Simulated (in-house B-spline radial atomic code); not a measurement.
**Tc³⁺: density, ELF and screening along the radius**

Aim: the shell structure of Tc³⁺ in the radial density, the electron localisation function and the screened nuclear charge, under several settings.

Method: several methods, spin-polarised, as named in each step; spherical all-electron atom at the radial basis limit. Code: in-house B-spline radial atomic code version 1.

## Step 1: The system

```
element       : technetium (Z = 43)
charge        : +3
electrons     : 40
configuration : [Kr] 4d4
nucleus       : point (non-relativistic runs) or finite (X2C runs)
```

Outer shells as boxes (Hund's rule):

[Kr] 4d4
```
[Kr] core
4d [↑ ][↑ ][↑ ][↑ ][  ]
```

Where spins are not typed, each open shell is filled with up spins first.

## Step 2: TPSS, X2C, [Kr] 4d4

Input settings:

```ini
Z = 43
electrons = 40.0
configuration = [Kr] 4d4
hamiltonian = x2c
method = tpss,tpss
spin_polarised = True
nucleus = fermi
rms_radius = 4.411169945885085
mass_number = 97
atomic_mass = 96.90636072
speed_of_light = 137.035999084
```

Command:

```console
$ python run_scf.py task.json out
```

One command runs all members of the session, one after another, from task.json.

## Step 3: PW91, X2C, [Kr] 4d4

The settings differ from step 2 so:

```diff
@@ -4,3 +4,3 @@
 hamiltonian = x2c
-method = tpss,tpss
+method = pw91,pw91
 spin_polarised = True
```

## Step 4: OLYP, X2C, [Kr] 4d4

The settings differ from step 3 so:

```diff
@@ -4,3 +4,3 @@
 hamiltonian = x2c
-method = pw91,pw91
+method = optx,lyp
 spin_polarised = True
```

## Step 5: Hartree-Fock, X2C, [Ar] 3d10 4s2 4p5 4d5

The settings differ from step 4 so:

```diff
@@ -2,5 +2,5 @@
 electrons = 40.0
-configuration = [Kr] 4d4
+configuration = [Ar] 3d10 4s2 4p5 4d5
 hamiltonian = x2c
-method = optx,lyp
+method = hf
 spin_polarised = True
```

Before running: How large is the system in each run, where do the shell borders lie, and what is the highest level?

As calculated:

| run | total energy (hartree) | highest level (eV) | radius holding 50 / 90 / 99 % (bohr) | radius at n = 0.001 (bohr) | ELF minima on the full grid (bohr) |
| --- | --- | --- | --- | --- | --- |
| TPSS, X2C, [Kr] 4d4 | -4283.2451 | -36.381 | 0.395 / 1.39 / 2.39 | 3.23 | 0.055, 0.22, 0.72 |
| PW91, X2C, [Kr] 4d4 | -4283.7362 | -36.515 | 0.395 / 1.39 / 2.40 | 3.25 | 0.055, 0.22, 0.72 |
| OLYP, X2C, [Kr] 4d4 | -4284.7211 | -36.502 | 0.394 / 1.38 / 2.38 | 3.23 | 0.054, 0.22, 0.72 |
| Hartree-Fock, X2C, [Ar] 3d10 4s2 4p5 4d5 | -4280.0010 | -45.127 | 0.394 / 1.41 / 2.40 | 3.22 | 0.054, 0.22, 0.71 |

**Reading.** In the first run ELF has 3 minima on the grid, which mark the borders between shells. On the record's full grid the screened charge (r times the electrostatic potential) falls from 42.9 near the nucleus to 3.00 at 5.3 bohr; far out it tends to the net charge, 3. The grid is coarse (about 22 % a step), so the places of minima are rough. For X2C runs ELF uses the non-relativistic kinetic energy density, and the fields carry no picture-change correction.
